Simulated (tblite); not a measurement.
# C4H7ClF2Ge: the cost of one run

The runs use tblite 0.8.0 and PySCF 2.14.0, with density-fitted response routines of our own; the level of theory stands in each step. All values are computed, except where a source is named. Atoms count from 0, in the outputs and in this text.

## (1) The molecule as given

15 atoms, charge 0, multiplicity 1; geometry from: force field or distance geometry start.

Bonds of the start (Å): F0–C1 1.36, C1–C2 1.47, C2–C3 1.54, C3–Ge4 1.96, Ge4–C5 1.96, C5–F6 1.37, C5–Cl7 1.79, C5–C1 1.49, C1–H8 1.14, C2–H9 1.12, C2–H10 1.10, C3–H11 1.10, C3–H12 1.08, Ge4–H13 1.53, Ge4–H14 1.53.

## (2) Relaxing the molecule with GFN2-xTB

Job settings and geometry (Å):

```
{"job": {"kind": "relax", "xc": "GFN2-xTB", "basis": "xTB"}, "charge": 0, "multiplicity": 1}
F      0.978600    -1.214000    -1.569100
C      0.794900    -0.933500    -0.246700
C     -0.618100    -1.091400     0.121500
C     -1.415000     0.116300    -0.417500
Ge    -0.272300     1.448200     0.460500
C      1.343600     0.389400     0.156400
F      2.181700     0.386300     1.235400
Cl     2.128000     1.081500    -1.291100
H      1.376900    -1.705200     0.353000
H     -0.733200    -1.052100     1.232500
H     -1.053100    -2.050800    -0.203600
H     -2.444000     0.144400    -0.016900
H     -1.364300     0.166800    -1.498600
H     -0.253500     2.786100    -0.281400
H     -0.654600     1.536100     1.943700
```

The run is started by

```console
> OMP_NUM_THREADS=1 python probes_run.py task.json out
```

One launch serves the whole session: the jobs run in the order shown.

Q: Estimate the wall time of this first job on 1 thread of Intel Xeon at 2.50GHz, shared host.

About 2.1 s.
